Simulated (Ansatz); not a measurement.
# Ag: the cost of one run

Method: DFT PBEsol, scalar-relativistic, plane waves, PAW, in Ansatz 0.2.0.

1 further run of the same task is left out (set aside as unsound or not needed).

## (1) Starting point

The structure is hexagonal, space group P6_3/mmc (No. 194). Conventional cell: a = 2.871 Å, b = 2.871 Å, c = 9.338 Å, α = 90.00°, β = 90.00°, γ = 120.00°. Around Ag (site symmetry -6m2) lie 12 Ag at 2.86 to 2.87 Å. Ag (site symmetry -3m) is surrounded by 12 Ag at 2.86 to 2.87 Å.

As a file:

```xyz
4
Lattice="2.8710 0.0000 0.0000 -1.4355 2.4863 0.0000 0.0000 0.0000 9.3381" Properties=species:S:1:pos:R:3 pbc="T T T"
Ag    0.0000    1.6575    2.3345
Ag    1.4355    0.8288    7.0035
Ag    0.0000    0.0000    0.0000
Ag    0.0000    0.0000    4.6690
```

It is the result of an earlier relaxation at this level (volume 16.66 Å³/atom; gap on the mesh: none (metal)).

## (2) The undisturbed cell

The input, input.yaml:

```yaml
crystal:
  lattice:
    - [2.870953172, 0.0, 0.0]
    - [-1.435476586, 2.48631838, 0.0]
    - [0.0, 0.0, 9.3380588798]
  atoms:
    - { symbol: Ag, position: [0.3333333333, 0.6666666667, 0.25] }
    - { symbol: Ag, position: [0.6666666667, 0.3333333333, 0.75] }
    - { symbol: Ag, position: [0.0, 0.0, 0.0] }
    - { symbol: Ag, position: [0.0, 0.0, 0.5] }
basis:
  ecutwfc: 420
kpoints:
  mp_grid: { grid: [12, 12, 4] }
hamiltonian:
  xc: pbesol
scf:
  occupations: { method: gaussian, width: 0.15 }
output:
  forces: true
  stress: true
  eigenvalues: true
  write_density: true
  write_potential: true
  elf: true
  volumetric_format: npy
```

Run with:

```console
ansatz run input.yaml --threads 2 --pin off --max-ram 5120MiB --backend cpu --events-out ev --progress --plain --runs-dir out
```

What time and memory should one allow on 2 threads of Intel Xeon at 2.50GHz (Skylake/Cascade Lake), shared host?

About 10 s, with a peak of 0.43 GiB.
